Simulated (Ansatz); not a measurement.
# C9H20: a ladder of functionals and wavefunction methods

An exercise on one series of results from a longer session: the logs are not shown, and one member is left open.

Computed with Ansatz 0.2.0, Gaussian basis. Level: functionals in def2-TZVPP, the program's frozen cores in correlated methods.

Levels to be run: PBE-D4, r2SCAN-D4, PBE0-D4, B3LYP-D4, ωB97X-V, ωB97M-V, B2PLYP; CCSD(T)/def2-TZVPP; MP2/def2-QZVPP; extrapolation to the limit.

## The relaxed structure

All runs share one geometry, relaxed beforehand with PBE0-D4 in a triple-zeta def2 set.

SMILES `CCCCCC(C)(C)C`, 29 atoms, charge 0, spin multiplicity 1.

Atoms are counted from 1 here; the program's logs count them from 0.

Bond lengths: C1–C2 1.521 Å, C1–H10 1.092 Å, C1–H11 1.094 Å, C1–H12 1.093 Å, C2–C3 1.523 Å, C2–H13 1.095 Å, C2–H14 1.097 Å, C3–C4 1.523 Å, C3–H15 1.096 Å, C3–H16 1.096 Å, C4–C5 1.531 Å, C4–H17 1.094 Å, C4–H18 1.096 Å, C5–C6 1.538 Å, C5–H19 1.097 Å, C5–H20 1.096 Å, C6–C7 1.526 Å, C6–C8 1.526 Å and more. Angles: C2–C1–H10 111.9°, C2–C1–H11 110.9°, C2–C1–H12 111.3°, H10–C1–H11 107.6°, H10–C1–H12 107.3°, H11–C1–H12 107.6°, C1–C2–C3 113.9°, C1–C2–H13 109.0°, C1–C2–H14 109.6°, C3–C2–H13 108.8°, C3–C2–H14 109.2°, H13–C2–H14 106.0°, C2–C3–C4 114.1°, C2–C3–H15 109.1°, C2–C3–H16 109.1°, C4–C3–H15 108.3°, C4–C3–H16 110.0°, H15–C3–H16 105.9° and more.

Set-up of the first run:

in.yaml reads:

```yaml
crystal:
  periodic: [false, false, false]
  atoms:
    - {symbol: C, position_ang: [2.127048, 1.742421, 2.026761]}
    - {symbol: C, position_ang: [0.891717, 2.516277, 1.593350]}
    - {symbol: C, position_ang: [-0.177990, 1.654892, 0.934902]}
    - {symbol: C, position_ang: [0.230757, 1.078890, -0.414678]}
    - {symbol: C, position_ang: [-0.840901, 0.204158, -1.069759]}
    - {symbol: C, position_ang: [-0.699748, -1.317316, -0.896042]}
    - {symbol: C, position_ang: [-0.595202, -1.708106, 0.575250]}
    - {symbol: C, position_ang: [-1.937845, -1.977019, -1.497711]}
    - {symbol: C, position_ang: [0.534453, -1.821606, -1.640397]}
    - {symbol: H, position_ang: [2.647671, 1.295022, 1.176865]}
    - {symbol: H, position_ang: [1.860117, 0.933439, 2.713650]}
    - {symbol: H, position_ang: [2.840826, 2.390539, 2.540600]}
    - {symbol: H, position_ang: [0.457312, 3.012054, 2.467825]}
    - {symbol: H, position_ang: [1.183891, 3.318361, 0.904709]}
    - {symbol: H, position_ang: [-1.084465, 2.254678, 0.792746]}
    - {symbol: H, position_ang: [-0.457239, 0.845531, 1.618404]}
    - {symbol: H, position_ang: [1.160736, 0.511618, -0.312204]}
    - {symbol: H, position_ang: [0.472644, 1.916107, -1.078718]}
    - {symbol: H, position_ang: [-1.824864, 0.505603, -0.689322]}
    - {symbol: H, position_ang: [-0.866605, 0.401546, -2.147135]}
    - {symbol: H, position_ang: [-0.542558, -2.795800, 0.677864]}
    - {symbol: H, position_ang: [-1.464852, -1.361166, 1.140377]}
    - {symbol: H, position_ang: [0.300575, -1.290628, 1.041549]}
    - {symbol: H, position_ang: [-2.844617, -1.660756, -0.974209]}
    - {symbol: H, position_ang: [-2.050201, -1.712064, -2.553097]}
    - {symbol: H, position_ang: [-1.873971, -3.066831, -1.430696]}
    - {symbol: H, position_ang: [1.454888, -1.382172, -1.248220]}
    - {symbol: H, position_ang: [0.474455, -1.580115, -2.705573]}
    - {symbol: H, position_ang: [0.623956, -2.907559, -1.547081]}
basis:
  gaussian: {orbitals: def2-TZVPP}
hamiltonian: {xc: pbe, dispersion: d4}
output: {forces: true, orbitals: {seedname: orbitals}}
```

The run is started by

```console
> ansatz run in.yaml --threads 4 --pin off --events-out ev --progress --plain --max-ram 66560MiB --backend cuda --devices 0, --max-vram 37GiB
```

Among the steps run: PBE-D4 (GGA); r2SCAN-D4 (meta-GGA); PBE0-D4 (hybrid); B3LYP-D4 (hybrid); ωB97X-V (range-separated); ωB97M-V (range-separated); B2PLYP (double hybrid); CCSD(T) in def2-TZVPP; MP2 in def2-QZVPP.

One of the session's tables, all rows but one given; the rest of the session is left out.

It belongs to the step «Atomisation energies». 

```
            method  atoms, summed (eV)  atomisation energy (kcal/mol)
            PBE-D4           -9528.231                         2818.1
         r2SCAN-D4           -9537.450                         2778.3
           PBE0-D4           -9531.307                         2793.2
          B3LYP-D4           -9545.166                         2774.6
           ωB97X-V           -9541.105                         2776.9
           ωB97M-V           -9537.583                         2780.6
            B2PLYP                   ?                              ?
     HF/def2-TZVPP           -9502.992                         2110.2
    MP2/def2-TZVPP           -9519.182                         2741.3
   CCSD/def2-TZVPP           -9524.181                         2688.0
CCSD(T)/def2-TZVPP           -9524.678                         2719.1
           MP2/CBS           -9521.958                         2795.7
       CCSD(T)/CBS           -9527.454                         2773.6
```

Estimate the missing values for B2PLYP.

The run gave: atoms, summed (eV): -9535.293; atomisation energy (kcal/mol): 2745.6. In the column «atoms, summed (eV)» it lies between r2SCAN-D4 (-9537.450) and PBE0-D4 (-9531.307).
